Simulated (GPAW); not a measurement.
A run of GPAW 26.7.0 is set up as follows.

Contents of run.py:

```python
import numpy as np
from ase.constraints import FixAtoms
from ase.io import read, write
from ase.optimize import BFGS
from gpaw import GPAW, PW, setup_paths

setup_paths.insert(0, '.')

atoms = read('Ga.xyz')
atoms.pbc = (True, True, False)
atoms.set_constraint(FixAtoms([0, 1, 2]))

calc = GPAW(mode=PW(450),
            xc='PBEsol',
            kpts={'size': (9, 9, 1), 'gamma': True},
            occupations={'name': 'fermi-dirac', 'width': 0.05},
            nbands=22,
            convergence={'density': 1e-05, 'energy': 1e-05},
            maxiter=150,
            poissonsolver={'dipolelayer': 'xy'},
            symmetry={'extra_ids': [1, 1, 1, 0, 0, 0], 'tolerance': 0.001},
            txt='gpaw.txt')
atoms.calc = calc
opt = BFGS(atoms, trajectory='relax.traj', logfile='-')
done = opt.run(fmax=0.02, steps=60)
calc.write('gs.gpw')
write('result.traj', atoms)
print('Converged:', done)
print('Cell:', atoms.cell.cellpar().round(4))
print('Volume:', round(atoms.get_volume(), 4))
print(atoms.get_scaled_positions().round(5))

v = calc.get_electrostatic_potential().mean(axis=(0, 1))
z = np.arange(len(v)) * atoms.cell[2, 2] / len(v)
ef = calc.get_fermi_level()
np.savetxt('planar.dat', np.c_[z, v], fmt='%.4f')
below, above = np.interp([1.5, atoms.cell[2, 2] - 1.5], z, v) - ef
print(f'Work functions: bottom {below:.4f} eV, top {above:.4f} eV')
print('Dipole moment:', *calc.get_dipole_moment().round(5), 'e A')
```

File Ga.xyz:

```xyz
6
Lattice="2.9851085407 -0.0000000000 0.0000000000 0.3437091101 2.9652549718 -0.0000000000 0.0000000000 0.0000000000 24.9277792079" Properties=species:S:1:pos:R:3 pbc="T T T"
Ga     1.6644088254      1.4826274859      7.5000000000
Ga     0.0000000000      0.0000000000      9.4855558416
Ga     1.6644088254      1.4826274859     11.4711116831
Ga     0.0000000000      0.0000000000     13.4566675247
Ga     1.6644088254      1.4826274859     15.4422233663
Ga     0.0000000000      0.0000000000     17.4277792079
```

Potentials or basis: PAW data sets generated in the run's folder for this functional, pw.

Launch:

```bash
$ gpaw-setup -f PBEsol Ga
$ OMP_NUM_THREADS=1 python run.py
```

Task: What does it give for the band gap on the k mesh?

Result: None (metal or under the smearing width).

Task: Predict the work function of the lower face.

Result: 4.29 eV.

Final structure:
```xyz
6
Lattice="2.9851 0.0000 0.0000 0.3437 2.9653 0.0000 0.0000 0.0000 24.9278" Properties=species:S:1:pos:R:3 pbc="T T T"
Ga    1.6644    1.4826    7.5000
Ga    0.0000    0.0000    9.4856
Ga    1.6644    1.4826   11.4711
Ga    0.0000    0.0000   13.4670
Ga    1.6644    1.4826   15.4735
Ga    0.0000    0.0000   17.4944
```

Caveat: later steps reuse the first step's grids.
